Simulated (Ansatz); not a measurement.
# F2H4SSi2: how energies converge with the basis set

An exercise on one series of results from a longer session: the logs are not shown, and one member is left open.

The runs use Ansatz 0.2.0, Gaussian basis; one geometry, several basis sets.

Plan: PBE0-D4/def2-SVP; ωB97M-V/def2-SVP; PBE0-D4/def2-QZVPP; ωB97M-V/def2-QZVPP; the functionals' def2-TZVPP values are taken from earlier runs.

**The relaxed structure**

An earlier PBE0-D4 in a triple-zeta def2 set relaxation fixed the geometry.

SMILES `F[SiH2][SiH](F)S`, 9 atoms, charge 0, spin multiplicity 1.

Atoms are counted from 1 here; the program's logs count them from 0.

Bond lengths: F1–Si2 1.609 Å, Si2–Si3 2.348 Å, Si2–H6 1.485 Å, Si2–H7 1.484 Å, Si3–F4 1.603 Å, Si3–S5 2.120 Å, Si3–H8 1.483 Å, S5–H9 1.345 Å. Angles: F1–Si2–Si3 106.6°, F1–Si2–H6 108.1°, F1–Si2–H7 107.9°, Si3–Si2–H6 110.3°, Si3–Si2–H7 113.7°, H6–Si2–H7 110.0°, Si2–Si3–F4 109.4°, Si2–Si3–S5 107.7°, Si2–Si3–H8 114.5°, F4–Si3–S5 112.4°, F4–Si3–H8 107.2°, S5–Si3–H8 105.7°, Si3–S5–H9 94.3°.

Set-up of the first run:

Input file in.yaml:

```yaml
crystal:
  periodic: [false, false, false]
  atoms:
    - {symbol: F, position_ang: [-1.421022, 0.404669, 1.506687]}
    - {symbol: Si, position_ang: [0.171287, 0.384940, 1.277748]}
    - {symbol: Si, position_ang: [0.529310, -0.472780, -0.878085]}
    - {symbol: F, position_ang: [0.557342, -2.074492, -0.816828]}
    - {symbol: S, position_ang: [-1.017551, 0.259917, -2.128623]}
    - {symbol: H, position_ang: [0.667707, 1.781744, 1.366708]}
    - {symbol: H, position_ang: [0.776884, -0.437450, 2.355029]}
    - {symbol: H, position_ang: [1.796702, -0.036710, -1.511668]}
    - {symbol: H, position_ang: [-1.972261, 0.143963, -1.188068]}
basis:
  gaussian: {orbitals: def2-SVP}
hamiltonian: {xc: pbe0, dispersion: d4}
output: {orbitals: {seedname: orbitals}}
```

Launch:

```
$ ansatz run in.yaml --threads 4 --pin off --events-out ev --progress --plain --max-ram 10444MiB
```

Steps of the session up to this table: PBE0-D4 in def2-SVP; ωB97M-V in def2-SVP; PBE0-D4 in def2-QZVPP; ωB97M-V in def2-QZVPP.

One of the session's tables, all rows but one given; the rest of the session is left out.

It belongs to the step «Density functionals: the series». 

| functional | basis | HOMO (eV) |
| --- | --- | --- |
| PBE0-D4 | def2-SVP | -7.89 |
| PBE0-D4 | def2-TZVPP | ? |
| PBE0-D4 | def2-QZVPP | -8.00 |
| ωB97M-V | def2-SVP | -9.97 |
| ωB97M-V | def2-TZVPP | -10.09 |
| ωB97M-V | def2-QZVPP | -10.13 |

Estimate the missing values for PBE0-D4, def2-TZVPP.

**Answer.** HOMO (eV): -7.98. In the column «HOMO (eV)» it lies between PBE0-D4, def2-QZVPP (-8.00) and PBE0-D4, def2-SVP (-7.89).
